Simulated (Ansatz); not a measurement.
**Gd2CCl2: pressure up to the limit of the methods**

The task here is to estimate one member of a computed series from the others.

Program: Ansatz 0.2.0. Level of theory: DFT LDA, with the methods named in each step. These are calculated values, not measurements.

1 further run of the same task is left out (it didn't finish).

### The system as given

The structure is trigonal, space group P-3m1 (No. 164). Conventional cell: a = 3.696 Å, b = 3.696 Å, c = 9.808 Å, α = 90.00°, β = 90.00°, γ = 120.00°. Around Gd (site symmetry 3m) lie 3 C at 2.53 Å and 3 Cl at 2.74 Å. C (site symmetry -3m) has 6 Gd at 2.53 Å as nearest neighbours. Cl (site symmetry 3m) has 3 Gd at 2.74 Å as nearest neighbours.

As a file:

```
Gd C Cl
1.0
     3.69577    0.00000    0.00000
    -1.84788    3.20063    0.00000
     0.00000    0.00000    9.80817
Gd C Cl
2 1 2
Direct
  0.33333 0.66667 0.36190
  0.66667 0.33333 0.63810
  0.00000 0.00000 0.50000
  0.33333 0.66667 0.81278
  0.66667 0.33333 0.18722
```

Whether this phase is the stable one at these pressures isn't tested.

Atoms are numbered in the order of the input: Gd1, Gd2, C3, Cl4, Cl5.

The first run:

Input file input.yaml:

```yaml
crystal:
  lattice:
    - [3.6957650511, 0.0, 0.0]
    - [-1.8478825256, 3.2006264207, 0.0]
    - [0.0, 0.0, 9.8081697075]
  atoms:
    - { symbol: Gd, position: [0.3333333333, 0.6666666667, 0.3618951611], spin: 7.0 }
    - { symbol: Gd, position: [0.6666666667, 0.3333333333, 0.6381048389], spin: 7.0 }
    - { symbol: C, position: [0.0, 0.0, 0.5] }
    - { symbol: Cl, position: [0.3333333333, 0.6666666667, 0.8127821712] }
    - { symbol: Cl, position: [0.6666666667, 0.3333333333, 0.1872178288] }
magnetization:
  spin_polarized: true
kpoints:
  mp_grid: { grid: [10, 10, 4] }
  band_path:
    path:
      - [0.0, 0.0, 0.0]
      - [0.5, 0.0, 0.0]
      - [0.3333333333, 0.3333333333, 0.0]
      - [0.0, 0.0, 0.0]
      - [0.0, 0.0, 0.5]
      - [0.5, 0.0, 0.5]
      - [0.3333333333, 0.3333333333, 0.5]
      - [0.0, 0.0, 0.5]
      - [0.5, 0.0, 0.5]
    npoints: 14
scf:
  occupations: { method: fermi_dirac, width: 0.05 }
hamiltonian:
  xc: lda
  pseudopotentials: { kind: all_electron, lapw: { basis_error: 0.001 } }
output:
  forces: true
  stress: true
  eigenvalues: true
  populations: true
```

On the command line:

```sh
$ ansatz run input.yaml --threads 3 --pin off --max-ram 10240MiB --backend cpu --events-out ev --progress --plain --runs-dir out
```

Steps of the session up to this table: The reference volume, LAPW; Volume scaled by 1, crystal datasets; Volume scaled by 0.8, LAPW; Volume scaled by 0.75, LAPW; Volume scaled by 0.6, LAPW.

One of the session's tables, all rows but one given; the rest of the session is left out.

| method | volume over the first | volume (Å³/atom) | pressure (GPa) | largest force (eV/Å) | moment Gd1 (μB) | moment C3 (μB) |
| --- | --- | --- | --- | --- | --- | --- |
| LAPW | 1 | 23.204 | -0.77 | 0.002 | 6.97 | -0.09 |
| LAPW | 0.8 | ? | ? | ? | ? | ? |
| LAPW | 0.75 | 17.403 | 16.87 | 0.007 | 6.96 | -0.13 |
| LAPW | 0.6 | 13.922 | 60.48 | 0.003 | 6.88 | -0.22 |
| PAW | 1 | 23.204 | -0.79 | 0.001 | 6.85 | -0.09 |
| PAW | 0.8 | 18.563 | 9.08 | 0.002 | 6.83 | -0.11 |
| PAW | 0.75 | 17.403 | 16.85 | 0.006 | 6.81 | -0.13 |
| PAW | 0.6 | 13.922 | 60.48 | 0.003 | 6.68 | -0.23 |
| crystal datasets | 1 | 23.204 | -0.77 | 0.003 | 6.85 | -0.09 |

Q: Estimate the row for LAPW, 0.8 from the others.

**Answer.** volume (Å³/atom): 18.563; pressure (GPa): 9.10; largest force (eV/Å): 0.003; moment Gd1 (μB): 6.96; moment C3 (μB): -0.11.

To keep in mind: Rows by PAW come from runs of the same series that aren't printed here. No U acts on the open f shell, so these are results of the method and may differ from the real material's. Other magnetic orders may lie lower; this is the state that the run reached. Warnings in the runs' records: gradients without spin orbit, stability check not made, crystal datasets made.
